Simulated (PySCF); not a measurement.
**A gas-phase reaction: H5Hf2IO6 + H2O → H6Hf2O7 + HI**

Aim: the reaction energy of `[OH][Hf]([OH])([OH])[O][Hf]([OH])([OH])[I]` + `O` → `[OH][Hf]([OH])([OH])[O][Hf]([OH])([OH])[OH]` + `I`.

Programs: PySCF 2.14.0. All values are calculated, for the isolated system unless a continuum is named. Atoms count from 0, parts from 1.

## 1. The system as given

Each species was relaxed by itself at GFN2-xTB.

## 2. Energies of the species: PBE0-D3(BJ)/def2-SVP

The job: settings as JSON, then the geometry in Å.

```
{"job": {"kind": "react", "xc": "PBE0", "basis": "def2-SVP", "disp": "d3bj"}, "charge": 0, "multiplicity": 1}
-1 H5Hf2IO6 charge 0 multiplicity 1
O      1.314550    -0.840640    -2.350790
Hf     1.112360    -0.340440    -0.549820
O      0.239050    -0.774250     1.250430
O      2.878870    -0.634210     0.045490
O      0.352940     1.393670    -0.283400
Hf    -1.324570     0.903730     0.474150
O     -1.885500     1.186200     2.235610
O     -1.363350    -0.670320    -0.818700
I     -3.234490     2.450940    -0.671580
H      0.612100    -0.536600    -2.941740
H      0.881670    -0.517730     1.930690
H      3.483870    -0.850000    -0.673270
H     -1.440820     0.817640     3.007590
H     -1.626680    -1.588010    -0.654670

-1 H2O charge 0 multiplicity 1
O      0.001520     0.379260    -0.009220
H     -0.772850    -0.186350     0.008720
H      0.771330    -0.192910     0.000500

+1 H6Hf2O7 charge 0 multiplicity 1
O     -0.097420     1.030710    -1.344600
Hf     1.387390    -0.272170    -0.381660
O      2.794420    -0.705960     0.806670
O      2.414080    -0.510540    -1.950680
O     -0.191800    -1.345380    -0.120740
Hf    -1.457840     0.089850     0.105040
O     -2.460870    -0.039790     1.704290
O     -2.965650     0.175930    -1.031560
O      0.324110     0.918890     1.219190
H     -0.289360     0.734460    -2.248980
H      2.434940    -0.834160     1.696970
H      3.300480    -0.850710    -1.780490
H     -1.873010    -0.289410     2.432710
H     -3.802620     0.054410    -0.567740
H      0.483160     1.843860     1.461570

+1 HI charge 0 multiplicity 1
I      0.785540    -0.008710    -0.007970
H     -0.785540     0.008710     0.007970
```

Method: PBE0-D3(BJ)/def2-SVP reaction energy of separated species, gas phase.

Started as:

```bash
$ OMP_NUM_THREADS=1 python cluster_run.py task.json out
```

This one command runs all jobs of the session in turn.

**Question.** The jobs that follow are: B97-D3(BJ)/def2-SVP reaction energy of separated species, gas phase; revPBE/def2-SVP reaction energy of separated species, gas phase; B3LYP-D3(BJ)/def2-SVP reaction energy of separated species, gas phase. Predict: reaction energy (PBE0-D3(BJ)/def2-SVP); ΔH, ΔG at 298 K (xTB thermal terms). Thermal terms come from harmonic xTB runs on each species.

The runs gave:

```
                                                quantity                  value
                  reaction energy (PBE0-D3(BJ)/def2-SVP)          5.96 kcal/mol
                     ΔH, ΔG at 298 K (xTB thermal terms)    +3.2, +2.8 kcal/mol
range of the reaction energy over the runs of this table  2.79 to 5.96 kcal/mol
```

The reaction is endothermic by 3.2 kcal/mol in the gas phase; dispersion gives +0.94, and xTB itself gave 34.92 for the electronic energy (xTB energies and thermal terms come from the earlier relaxation of each species, not shown). No barrier was sought. xTB and this level differ widely in the electronic energy, so what comes from xTB (the thermal terms above all) is less safe here. The reaction energy runs from 2.79 (revPBE/def2-SVP) to 5.96 kcal/mol (PBE0-D3(BJ)/def2-SVP). Some runs hold a dispersion term and some don't. Tight-binding geometries are rough for metal atoms; that holds for every run here that uses one unrelaxed.
